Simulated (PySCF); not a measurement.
# The bond of Br2, level by level

The task here is to estimate one member of a computed series from the others.

The runs use PySCF 2.14.0; Br def2-TZVPPD, no relativity.

Set-up of the first run:

The job is set up so:

| Property | Result |
| --- | --- |
| atoms | Br, Br |
| charge | 0 |
| basis | Br def2-TZVPPD |
| Hamiltonian | no relativity |
| basis functions | 114 |
| electrons treated | 70 |
| masses in u | 78.9183, 78.9183 |
| levels | PBE0, PBE, r²SCAN, B97-3, BHandHLYP, revPBE, B3LYP, PW91, CAM-B3LYP, HF, MP2, SCS-MP2, CCSD, CCSD(T) |
| grid | 80 radial by 434 angular points |
| occupations | held fixed by the projection of orbital angular momentum |
| dissociation limit | Br + Br, each in its ground configuration |
| starting distance in angstrom | 2.230 |
| values of 2S to try | 0, 2 |

The run is started by

```
$ OMP_NUM_THREADS=2 python dia.py task.json out
```

Steps of the session up to this table: The job; First curve: PBE0; Higher solutions at PBE0; PBE (GGA); r²SCAN (meta-GGA); B97-3 (global hybrid GGA); BHandHLYP (global hybrid GGA); revPBE (GGA); B3LYP (global hybrid GGA); PW91; CAM-B3LYP (range-separated hybrid); RHF (mean field); Adding correlation.

One table of the session follows, with a row left open; its other results are not shown here.

It belongs to the step «The curves together». Energy (eV) from each level's lowest point:

```
R (Å)    RHF  RHF-MP2  RHF-SCS-MP2  RHF-CCSD  RHF-CCSD(T)
1.965  1.395    1.311        1.392       n/a          n/a
2.057  0.599    0.555        0.611     0.623        0.646
2.148  0.175    0.158        0.191     0.198        0.213
2.216  0.032    0.028        0.044     0.047        0.055
2.285  0.000    0.000        0.000     0.000        0.000
2.354  0.051    0.049        0.033     0.030        0.020
2.445  0.213    0.196        0.161     0.154        0.128
2.559      ?        ?            ?         ?            ?
2.696  0.952    0.845        0.759     0.739        0.654
2.879  1.582    1.371        1.249       n/a          n/a
```

Estimate the missing values for R (Å) = 2.559.

Worked estimate for «RHF». A straight line through the neighbours (2.445, 0.213) and (2.696, 0.952) gives 0.213 + (0.952 − 0.213) × (2.559 − 2.445) / (2.696 − 2.445) = 0.549; a parabola fitted to 4 rows on both sides gives 0.527.

As computed: RHF: 0.513; RHF-MP2: 0.464; RHF-SCS-MP2: 0.405; RHF-CCSD: 0.392; RHF-CCSD(T): 0.343. In «RHF» the line misses by +0.036 and the parabola by +0.014.
